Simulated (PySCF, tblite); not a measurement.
**C₂H₈O₂S₃Si₂: geometry, infrared bands and NMR shifts**

Wanted: the infrared bands and NMR shifts of C₂H₈O₂S₃Si₂ (`O[Si]1(O[SiH3])SCSCS1`), by calculation.

Computed with tblite 0.8.0 and PySCF 2.14.0, with density-fitted response routines of our own, on a single molecule in the gas phase. Atoms count from 0, in the outputs and in this text.

### 1 Starting geometry

17 atoms, charge 0, multiplicity 1; geometry from: force field or distance geometry start.

Bonds of the start (Å): O0–Si1 1.65, Si1–O2 1.65, O2–Si3 1.64, Si1–S4 2.12, S4–C5 1.80, C5–S6 1.81, S6–C7 1.82, C7–S8 1.80, S8–Si1 2.10, O0–H9 0.97, Si3–H10 1.48, Si3–H11 1.47, Si3–H12 1.50, C5–H13 1.09, C5–H14 1.10, C7–H15 1.10, C7–H16 1.09.

### 2 Relaxing the molecule with GFN2-xTB

The job: settings as JSON, then the geometry in Å.

```
{"job": {"kind": "relax", "xc": "GFN2-xTB", "basis": "xTB"}, "charge": 0, "multiplicity": 1}
O      1.966400    -0.305200    -2.228300
Si     0.706100    -0.232400    -1.167500
O      1.205800     0.113900     0.367700
Si     2.352700     1.023100     1.115800
S     -0.269000    -2.109800    -1.162200
C     -1.739400    -1.773800    -0.182800
S     -2.909400    -0.668800    -1.010800
C     -2.074900     0.916300    -0.717000
S     -0.684700     1.189100    -1.828100
H      1.702400    -0.599100    -3.111500
H      3.696300     0.462500     0.839400
H      2.262100     2.422700     0.678500
H      2.102900     0.969300     2.596100
H     -2.240400    -2.729400    -0.027600
H     -1.478200    -1.383600     0.815200
H     -2.818100     1.699500    -0.907200
H     -1.787700     1.017900     0.332300
```

Launch:

```bash
OMP_NUM_THREADS=1 python probes_run.py task.json out
```

One launch serves the whole session: the jobs run in the order shown.

**Question.** This job is followed by: GFN2-xTB harmonic vibrations, gas phase; GIAO PBE0/pcSseg-1 NMR shielding, non-relativistic, gas phase. Predict these results of the whole session: strongest single infrared mode (GFN2-xTB); zero-point energy (GFN2-xTB); 13C shifts against TMS (PBE0/pcSseg-1, means over atoms taken as alike); 1H shifts against TMS (PBE0/pcSseg-1, means over atoms taken as alike); 17O shifts against H2O (PBE0/pcSseg-1); 29Si shifts against TMS (PBE0/pcSseg-1); 33S shifts against CS2 (PBE0/pcSseg-1, means over atoms taken as alike); surface potential, 1st and 99th percentile.

The runs gave:

| quantity | value |
| --- | --- |
| strongest single infrared mode (GFN2-xTB) | 1083 cm⁻¹, 626 km/mol |
| zero-point energy (GFN2-xTB) | 63.7 kcal/mol |
| 13C shifts against TMS (PBE0/pcSseg-1, means over atoms taken as alike) | 46.7 ppm |
| 1H shifts against TMS (PBE0/pcSseg-1, means over atoms taken as alike) | 5.27, 4.37, 4.01, 2.48 ppm |
| 17O shifts against H2O (PBE0/pcSseg-1) | 67.3, 58.8 ppm |
| 29Si shifts against TMS (PBE0/pcSseg-1) | -26.5, -38.0 ppm |
| 33S shifts against CS2 (PBE0/pcSseg-1, means over atoms taken as alike) | 55, -36 ppm |
| surface potential, 1st and 99th percentile | -1.11 V and 2.42 V |

What this shows: The optimisation took 98 steps and gained 0.284 eV; among the close pairs (by a distance rule), Si1–S8 changed most, from 2.096 to 2.146 Å. All 45 modes are real, so the xTB geometry is a minimum. The strongest single mode, at 1083 cm⁻¹, moves mainly O2. Unscaled tight-binding wavenumbers are off by several per cent, some by more. Its intensities can rank the bands wrongly. At PBE0/pcSseg-1: Shielding is most anisotropic at S6 (span 269 ppm, paramagnetic term -605 ppm).
